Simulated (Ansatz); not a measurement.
# CuNiS2: two electronic states of one cell

An SCF can end in more than one state. Here CuNiS2, a borrowed structure type, volume estimated, is run from each state found earlier: which lies lowest, and what else changes?

All numbers below are computed with Ansatz 0.2.0 (DFT, PBEsol, with U = 6.77 eV and J = 0.86 eV on Cu d, U = 2.38 eV and J = 0.95 eV on Ni d, plane waves, PAW).

**1. Geometry**

Symmetry: I-42d, No. 122, tetragonal system. Conventional cell: a = 5.195 Å, b = 5.195 Å, c = 10.174 Å, α = 90.00°, β = 90.00°, γ = 90.00°. Ni (site symmetry -4) is surrounded by 4 S at 2.30 Å. Around Cu (site symmetry -4) lie 4 S at 2.17 Å. Around S (site symmetry 2) lie 2 Cu at 2.17 Å and 2 Ni at 2.30 Å.

Its coordinates follow in the input file.

The states: A, Ni1 up, Ni2 up (collinear spin); B, Ni1 up, Ni2 down (collinear spin). Each run reads its own saved solution as saved_state.

**2. Run from state A**

The input, input.yaml:

```yaml
crystal:
  lattice:
    - [0.0, 5.19469937, 0.0]
    - [5.19469937, 0.0, 0.0]
    - [2.59734968, 2.59734968, -5.08694225]
  atoms:
    - { symbol: Ni, position: [0.0, 0.0, 0.0] }
    - { symbol: Ni, position: [0.75, 0.25, 0.5] }
    - { symbol: Cu, position: [0.5, 0.5, 0.0] }
    - { symbol: Cu, position: [0.25, 0.75, 0.5] }
    - { symbol: S, position: [0.375, 0.397, 0.75] }
    - { symbol: S, position: [0.603, 0.125, 0.25] }
    - { symbol: S, position: [0.875, 0.853, 0.75] }
    - { symbol: S, position: [0.147, 0.625, 0.25] }
kpoints:
  mp_grid: { grid: [5, 5, 5], shift: [0, 0, 0] }
magnetization:
  spin_polarized: true
scf:
  occupations: { method: fermi_dirac }
  lower_state_search: "off"
  max_iter: 200
hamiltonian:
  pseudopotentials: { kind: paw }
  xc: pbesol
  hubbard:
    projectors: all-electron-atomic
    sites:
      - { species: Cu, l: d, u: 6.77, j: 0.86 }
      - { species: Ni, l: d, u: 2.38, j: 0.95 }
basis:
  ecutwfc: 420
  fft_grid_basis: typed
output:
  forces: true
  stress: true
  eigenvalues: true
  bader: true
  populations: true
  elf: true
  write_potential: true
  volumetric_format: npy
  dos:
    e_range: [-12, 8]
    de: 0.05
    projected: { site_lists: { Cu: [Cu], Ni: [Ni], S: [S] } }
checkpoint:
  read: saved_state
```

Log, cut to the lines that bear on the results:

```text
Warning: checkpoint.read: basis.xc_grid differs: saved 1, current 2 (points along each axis for each point of the dense box; where the key is left out runs that use forces, runs that use the stress, dielectric runs by a finite field, finite-displacement phonons, runs of [...]
Warning: RAYON_NUM_THREADS=1 ignored (pool sized by the plan → 1); use --threads N
Ni: projections on atomic orbitals take those of the free atom [Ne] 3s2 3p6 3d8 4s2, of charge +0.00 (hamiltonian.pseudopotentials.projection_atoms); the dataset's partial waves leave at most 1.6e-6 of an orbital's norm unspanned inside its sphere
Cu: projections on atomic orbitals take those of the free atom [Ne] 3s2 3p6 3d10 4s1, of charge +0.00 (hamiltonian.pseudopotentials.projection_atoms); the dataset's partial waves leave at most 2.0e-6 of an orbital's norm unspanned inside its sphere
S: projections on atomic orbitals take those of the free atom [Ne] 3s2 3p4, of charge +0.00 (hamiltonian.pseudopotentials.projection_atoms); the dataset's partial waves leave at most 1.6e-7 of an orbital's norm unspanned inside its sphere
band count auto-derived: 60 (N_el = 98.0; filled up to band 49; 59 by the electrons, moments and atoms)
[...]
Pseudopotentials: kind: paw
Pseudopotential: Ni, paw, valence charge 18, recommended cutoff 420 eV (normal), Ni.paw.azcp
Pseudopotential: Cu, paw, valence charge 19, recommended cutoff 420 eV (normal), Cu.paw.azcp
Pseudopotential: S, paw, valence charge 6, recommended cutoff 420 eV (normal), S.paw.azcp
Functional definition: PBEsol
[...]
Crystal: 8 atoms, lattice volume = 137.271 Å³
[...]
  site 3 (l=d): U=6.7700  J=0.8600  Tr N=9.8011  E_int=276.128348  E_dc=275.554701  E_U=0.573647
--- Forces (eV/Å), atoms counted from 1 ---
  atom   1  Ni     0.00000000    -0.00000000    -0.00000000
  atom   2  Ni     0.00000000    -0.00000000    -0.00000000
  atom   3  Cu    -0.00000000    -0.00000000    -0.00000000
  atom   4  Cu     0.00000000     0.00000000    -0.00000000
  atom   5  S     -1.97072057     0.00000000     0.00000000
  atom   6  S     -0.00000000     1.97072057    -0.00000000
  atom   7  S      1.97072057    -0.00000000    -0.00000000
  atom   8  S      0.00000000    -1.97072057     0.00000000
[...]
--- Stress (GPa, compression-positive) ---
       -4.061906       0.000000       0.000000
        0.000000      -4.061906       0.000000
        0.000000       0.000000      -2.905390
  P = ⅓ Tr σ = -3.6764 GPa (-36.764 kbar)
--- Band table (eV; the first three rows and the last of 36) ---
[...]
Occupation matrices written to <dir>
--- Löwdin populations: 8 sites ---
  site symbol       q [e]    m [muB]
     0     Ni     17.3276     0.7561
     1     Ni     17.3276     0.7561
     2     Cu     18.3284     0.0131
     3     Cu     18.3284     0.0131
     4      S      6.4651     0.1657
     5      S      6.4651     0.1657
     6      S      6.4651     0.1657
     7      S      6.4651     0.1657
  spilling = 0.008443 (of n_electrons = 98.000000)
--- Bader charges: 8 sites ---
  site symbol  charge [e]  shift [e]    m [muB]
     0     Ni      0.5725     0.0018     0.8168
     1     Ni      0.5725     0.0018     0.8168
     2     Cu      0.4428     0.0030     0.0387
     3     Cu      0.4428     0.0030     0.0387
     4      S     -0.5077     0.0006     0.1255
     5      S     -0.5077     0.0006     0.1255
     6      S     -0.5077     0.0006     0.1255
     7      S     -0.5076     0.0006     0.1255
  estimated error of the sums over rays = 6.6e-4 e
```

Wall time 95 s (1 thread of an x86-64 CPU, shared host); peak memory 0.65 GiB.

**3. State A: levels and charges**

Counts of states in windows (eV from the Fermi level; tetrahedra), total and projected:

| from | to | total | up | down | Cu d | Ni d | S p |
| --- | --- | --- | --- | --- | --- | --- | --- |
| -7.0 | -6.0 | 6.04 | 3.37 | 2.66 | 3.50 | 0.11 | 2.09 |
| -6.0 | -5.0 | 12.15 | 5.96 | 6.19 | 7.76 | 0.37 | 3.48 |
| -5.0 | -4.0 | 7.41 | 3.87 | 3.54 | 3.62 | 0.75 | 2.44 |
| -4.0 | -3.0 | 6.30 | 3.67 | 2.64 | 1.29 | 2.22 | 2.51 |
| -3.0 | -2.0 | 10.19 | 5.79 | 4.42 | 1.46 | 5.65 | 2.61 |
| -2.0 | -1.0 | 8.67 | 3.71 | 4.95 | 0.79 | 5.12 | 2.25 |
| -1.0 | 0.0 | 6.95 | 3.63 | 3.32 | 0.57 | 2.98 | 3.02 |
| 0.0 | 1.0 | 5.47 | 1.93 | 3.55 | 0.38 | 2.11 | 2.74 |
| 1.0 | 2.0 | 0.82 | 0.07 | 0.74 | 0.06 | 0.27 | 0.46 |
| 2.0 | 3.0 | 0.00 | 0.00 | 0.00 | 0.00 | 0.00 | 0.00 |
| 3.0 | 4.0 | 0.01 | 0.01 | 0.00 | 0.00 | 0.00 | 0.00 |
| 4.0 | 5.0 | 1.08 | 0.68 | 0.41 | 0.01 | 0.02 | 0.07 |

By element, from the tables in the log (a charge is positive for electrons lost): Löwdin charges also hold the electrons that the projection spills.

| element | atoms | Bader charge (e) | Bader volume (Å³) | Löwdin charge (e) | Bader moment, size (μB) |
| --- | --- | --- | --- | --- | --- |
| Ni | 2 | +0.57 | 13.9 | +0.67 | 0.82 |
| Cu | 2 | +0.44 | 12.6 | +0.67 | 0.04 |
| S | 4 | -0.51 | 21.1 | -0.47 | 0.13 |

Löwdin charges rest on a small set of atomic orbitals that misses 0.8 % of the electrons, so they need not add up to the cell's charge and can differ from Bader's even in sign.

Occupation eigenvalues of the Hubbard shells:

| atom | shell | spin | eigenvalues |
| --- | --- | --- | --- |
| Ni1 | d | up | 0.94 0.94 0.94 0.98 0.98 |
| Ni1 | d | down | 0.70 0.73 0.73 0.95 0.96 |
| Ni2 | d | up | 0.94 0.94 0.94 0.98 0.98 |
| Ni2 | d | down | 0.70 0.73 0.73 0.95 0.96 |
| Cu3 | d | up | 0.97 0.97 0.97 0.99 0.99 |
| Cu3 | d | down | 0.97 0.97 0.97 0.99 0.99 |
| Cu4 | d | up | 0.97 0.97 0.97 0.99 0.99 |
| Cu4 | d | down | 0.97 0.97 0.97 0.99 0.99 |

The main site moments: Ni1 up, Ni2 up.

**4. Run from state B**

input.yaml: that of step 2 with these lines changed.

```diff
@@ -5,7 +5,8 @@
     - [2.59734968, 2.59734968, -5.08694225]
+  symmetry: { detect: false, time_reversal: true }
   atoms:
-    - { symbol: Ni, position: [0.0, 0.0, 0.0] }
-    - { symbol: Ni, position: [0.75, 0.25, 0.5] }
-    - { symbol: Cu, position: [0.5, 0.5, 0.0] }
-    - { symbol: Cu, position: [0.25, 0.75, 0.5] }
+    - { symbol: Ni, position: [0.0, 0.0, 0.0], spin: 2.0 }
+    - { symbol: Ni, position: [0.75, 0.25, 0.5], spin: 2.0 }
+    - { symbol: Cu, position: [0.5, 0.5, 0.0], spin: 1.0 }
+    - { symbol: Cu, position: [0.25, 0.75, 0.5], spin: 1.0 }
     - { symbol: S, position: [0.375, 0.397, 0.75] }
@@ -16,2 +17,16 @@
   mp_grid: { grid: [5, 5, 5], shift: [0, 0, 0] }
+  band_path:
+    path:
+      - [0.0, 0.0, 0.0]
+      - [0.5, 0.5, 0.5]
+      - [0.5, 0.5, 0.25]
+      - [0.0, 0.5, 0.0]
+      - [0.0, 0.0, 0.0]
+      - [0.0, 0.0, -0.5]
+      - [0.0, 0.36964814, -0.31517593]
+      - [0.0, 0.63035186, 0.31517593]
+      - [0.0, 0.0, 0.0]
+      - [0.5, 0.5, 0.5]
+      - [0.36964814, 0.63035186, 0.5]
+    npoints: 6
 magnetization:
```

Log, cut to the lines that bear on the results:

```text
Warning: checkpoint.read: basis.xc_grid differs: saved 1, current 2 (points along each axis for each point of the dense box; where the key is left out runs that use forces, runs that use the stress, dielectric runs by a finite field, finite-displacement phonons, runs of [...]
Warning: RAYON_NUM_THREADS=1 ignored (pool sized by the plan → 1); use --threads N
Ni: projections on atomic orbitals take those of the free atom [Ne] 3s2 3p6 3d8 4s2, of charge +0.00 (hamiltonian.pseudopotentials.projection_atoms); the dataset's partial waves leave at most 1.6e-6 of an orbital's norm unspanned inside its sphere
Cu: projections on atomic orbitals take those of the free atom [Ne] 3s2 3p6 3d10 4s1, of charge +0.00 (hamiltonian.pseudopotentials.projection_atoms); the dataset's partial waves leave at most 2.0e-6 of an orbital's norm unspanned inside its sphere
S: projections on atomic orbitals take those of the free atom [Ne] 3s2 3p4, of charge +0.00 (hamiltonian.pseudopotentials.projection_atoms); the dataset's partial waves leave at most 1.6e-7 of an orbital's norm unspanned inside its sphere
[...]
[... 1 set-up line as earlier in the session ...]
[...]
WARN: the starting moments were not kept: 1 of 4 ended reversed and 1 kept their direction, counting a site from 0.1 of the cell's largest site moment. The largest reversed, site 1 (counted from 0, in the order of the report's site_moments_mub), started with +2.0 μB and closes at -9.0e-1 [...]
  atom   6  S     -0.00001809     1.95676413    -0.00000534
  atom   7  S      1.95676686    -0.00003911    -0.00002886
  atom   8  S      0.00001868    -1.95676002    -0.00000316
[...]
--- Stress (GPa, compression-positive) ---
       -3.547993       0.000049      -0.000004
        0.000047      -3.547987      -0.000000
       -0.000004      -0.000000      -2.580200
  P = ⅓ Tr σ = -3.2254 GPa (-32.254 kbar)
--- Band table (eV; the first three rows and the last of 126) ---
[...]
Occupation matrices written to <dir>
--- Löwdin populations: 8 sites ---
  site symbol       q [e]    m [muB]
     0     Ni     17.3039     0.8829
     1     Ni     17.3039    -0.8830
     2     Cu     18.3324     0.0056
     3     Cu     18.3324    -0.0056
     4      S      6.4773    -0.0000
     5      S      6.4773     0.0000
     6      S      6.4773    -0.0000
     7      S      6.4773     0.0000
  spilling = 0.008348 (of n_electrons = 98.000000)
--- Bader charges: 8 sites ---
  site symbol  charge [e]  shift [e]    m [muB]
     0     Ni      0.5937     0.0017     0.9383
     1     Ni      0.5937     0.0017    -0.9383
     2     Cu      0.4407     0.0030     0.0090
     3     Cu      0.4407     0.0030    -0.0090
     4      S     -0.5172     0.0007     0.0000
     5      S     -0.5172     0.0007     0.0000
     6      S     -0.5172     0.0007     0.0000
     7      S     -0.5172     0.0007     0.0000
  estimated error of the sums over rays = 6.5e-4 e
```

Wall time 3.7 min (1 thread of an x86-64 CPU, shared host); peak memory 1.4 GiB.

**5. State B: levels and charges**

Counts of states in windows (eV from the Fermi level; tetrahedra), total and projected:

| from | to | total | up | down | Cu d | Ni d | S p |
| --- | --- | --- | --- | --- | --- | --- | --- |
| -7.0 | -6.0 | 5.14 | 2.57 | 2.57 | 2.90 | 0.10 | 1.83 |
| -6.0 | -5.0 | 12.71 | 6.36 | 6.36 | 7.95 | 0.44 | 3.78 |
| -5.0 | -4.0 | 7.80 | 3.90 | 3.90 | 3.86 | 0.93 | 2.43 |
| -4.0 | -3.0 | 7.02 | 3.51 | 3.51 | 1.50 | 2.74 | 2.46 |
| -3.0 | -2.0 | 9.52 | 4.75 | 4.75 | 1.31 | 5.41 | 2.34 |
| -2.0 | -1.0 | 8.65 | 4.33 | 4.33 | 0.82 | 4.91 | 2.43 |
| -1.0 | 0.0 | 7.03 | 3.52 | 3.52 | 0.68 | 2.64 | 3.34 |
| 0.0 | 1.0 | 5.45 | 2.73 | 2.73 | 0.33 | 2.27 | 2.59 |
| 1.0 | 2.0 | 0.66 | 0.33 | 0.33 | 0.06 | 0.18 | 0.40 |
| 2.0 | 3.0 | 0.00 | 0.00 | 0.00 | 0.00 | 0.00 | 0.00 |
| 3.0 | 4.0 | 0.01 | 0.01 | 0.01 | 0.00 | 0.00 | 0.00 |
| 4.0 | 5.0 | 1.07 | 0.54 | 0.54 | 0.01 | 0.02 | 0.07 |

Gathered by element (positive charge: electrons given up): Löwdin charges also hold the electrons that the projection spills.

| element | atoms | Bader charge (e) | Bader volume (Å³) | Löwdin charge (e) | Bader moment, size (μB) |
| --- | --- | --- | --- | --- | --- |
| Ni | 2 | +0.59 | 13.8 | +0.70 | 0.94 |
| Cu | 2 | +0.44 | 12.6 | +0.67 | 0.01 |
| S | 4 | -0.52 | 21.1 | -0.48 | 0.00 |

The Löwdin projection spills 0.8 % of the electrons and depends on the orbitals chosen; where it disagrees with Bader's partition, neither is an observable.

Eigenvalues of the corrected shells' occupation matrices:

| atom | shell | spin | eigenvalues |
| --- | --- | --- | --- |
| Ni1 | d | up | 0.95 0.96 0.96 0.98 0.98 |
| Ni1 | d | down | 0.67 0.70 0.70 0.97 0.97 |
| Ni2 | d | up | 0.67 0.70 0.70 0.97 0.97 |
| Ni2 | d | down | 0.95 0.96 0.96 0.98 0.98 |
| Cu3 | d | up | 0.97 0.97 0.97 0.99 0.99 |
| Cu3 | d | down | 0.97 0.97 0.98 0.99 0.99 |
| Cu4 | d | up | 0.97 0.97 0.98 0.99 0.99 |
| Cu4 | d | down | 0.97 0.97 0.97 0.99 0.99 |

The main site moments: Ni1 up, Ni2 down.

**6. Comparison**

| state | free energy (meV/atom) | largest site moment (μB) | size of the net moment (μB/cell) | gap (eV) | pressure (GPa) | largest force (eV/Å) | SCF cycles |
| --- | --- | --- | --- | --- | --- | --- | --- |
| A | 7.2 | 0.78 | 2.21 | metal | -3.7 | 1.97 | 15 |
| B | 0.0 | 0.90 | 0.00 | metal | -3.2 | 1.96 | 21 |

What this shows: State B lies lowest, 7.2 meV per atom under state A. The atoms are far from rest (forces to 2.0 eV/Å), so order and character hold for this geometry alone. Every run converged, so convergence alone does not show that a state is the lowest.
